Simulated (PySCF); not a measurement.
**AsH: from the state search to spectroscopic constants**

Aim: find the lowest electronic state of AsH, scan its bond at several levels of theory, and get bond length, wavenumber and dissociation energy from each curve.

Program: PySCF 2.14.0. Level of theory: As cc-pVTZ-PP with ECP10, H cc-pVTZ, scalar-relativistic core potentials. These are calculated values, not measurements.

### 1 Input

The job is set up so:

```
atoms                         : As, H
charge                        : 0
basis                         : As cc-pVTZ-PP with ECP10, H cc-pVTZ
Hamiltonian                   : scalar-relativistic core potentials
basis functions               : 53
electrons treated             : 24
masses in u                   : 74.9216, 1.0078
levels                        : PBE0, PBE, r²SCAN, r²SCAN0, B3LYP, B97-3, LC-ωPBE, HF, MP2, SCS-MP2, CCSD, CCSD(T)
grid                          : 80 radial by 434 angular points
occupations                   : held fixed by the projection of orbital angular momentum
dissociation limit            : As + H, each in its ground configuration
starting distance in angstrom : 1.495
values of 2S to try           : 0, 2, 4
```

Launch:

```
> OMP_NUM_THREADS=1 python dia.py task.json out
```

Further steps of the session: First curve: PBE0; Higher solutions at PBE0; PBE; r²SCAN (meta-GGA); r²SCAN0 (hybrid meta-GGA); B3LYP (global hybrid GGA); B97-3 (global hybrid GGA); LC-ωPBE; UHF (mean field); Correlated methods on the Hartree–Fock reference.

Before running it: what results should come out? Wanted: for each run, Re; ωe; De; μ.

The runs gave:

Lowest PBE0 solution found, without spin–orbit coupling: ³Σ⁻ (triplet), unpaired electrons π ↑↑. State 2 has its PBE0 minimum 0.36 eV higher, as a spin-mixed determinant (⟨S²⟩ = 1.01), so this is no gap between pure states. State 3 has its PBE0 minimum 1.46 eV higher. The other levels ran on the lowest alone.

| level | Re (Å) | ωe (cm⁻¹) | De (eV) | μ (D) |
| --- | --- | --- | --- | --- |
| UHF | 1.515 | 2271 | 1.87 | 0.25 |
| UHF-MP2 | 1.508 | 2277 | 2.64 | n/a |
| UHF-SCS-MP2 | 1.512 | 2255 | 2.76 | n/a |
| UHF-CCSD | 1.517 | 2215 | 2.81 | n/a |
| UHF-CCSD(T) | 1.519 | 2198 | 2.83 | n/a |
| PBE | 1.548 | 2069 | 2.92 | 0.07 |
| r²SCAN | 1.528 | 2153 | 2.96 | 0.16 |
| B3LYP | 1.536 | 2120 | 3.02 | 0.07 |
| PBE0 | 1.532 | 2157 | 2.86 | 0.14 |
| r²SCAN0 | 1.519 | 2206 | 2.91 | 0.20 |
| B97-3 | 1.534 | 2147 | 2.90 | 0.12 |
| LC-ωPBE | 1.519 | 2240 | 2.83 | 0.20 |

De is counted to As + H in their ground configurations. A positive dipole means As(−)H(+).

Differences from CCSD(T) in the same basis:

| level | Re (mÅ) | ωe (%) |
| --- | --- | --- |
| UHF | -4 | +3.3 |
| UHF-MP2 | -11 | +3.6 |
| UHF-SCS-MP2 | -7 | +2.6 |
| UHF-CCSD | -2 | +0.8 |
| PBE | +29 | -5.9 |
| r²SCAN | +9 | -2.0 |
| B3LYP | +17 | -3.6 |
| PBE0 | +13 | -1.9 |
| r²SCAN0 | 0 | +0.4 |
| B97-3 | +15 | -2.3 |
| LC-ωPBE | 0 | +1.9 |

What this shows: Against CCSD(T) in the same basis, the bond length is nearest at r²SCAN0 and LC-ωPBE (0 mÅ) and farthest at PBE (+29 mÅ); the wavenumber is nearest at r²SCAN0 (+0.4 %) and farthest at PBE (-5.9 %). Hartree–Fock falls on the short and stiff side, its usual fault. PBE gives a bond that is too long and too soft, as GGAs tend to. Of the levels with a De here, UHF gives the least (1.87 eV) and B3LYP the most (3.02 eV).

Correlated steps freeze 4 core orbitals.
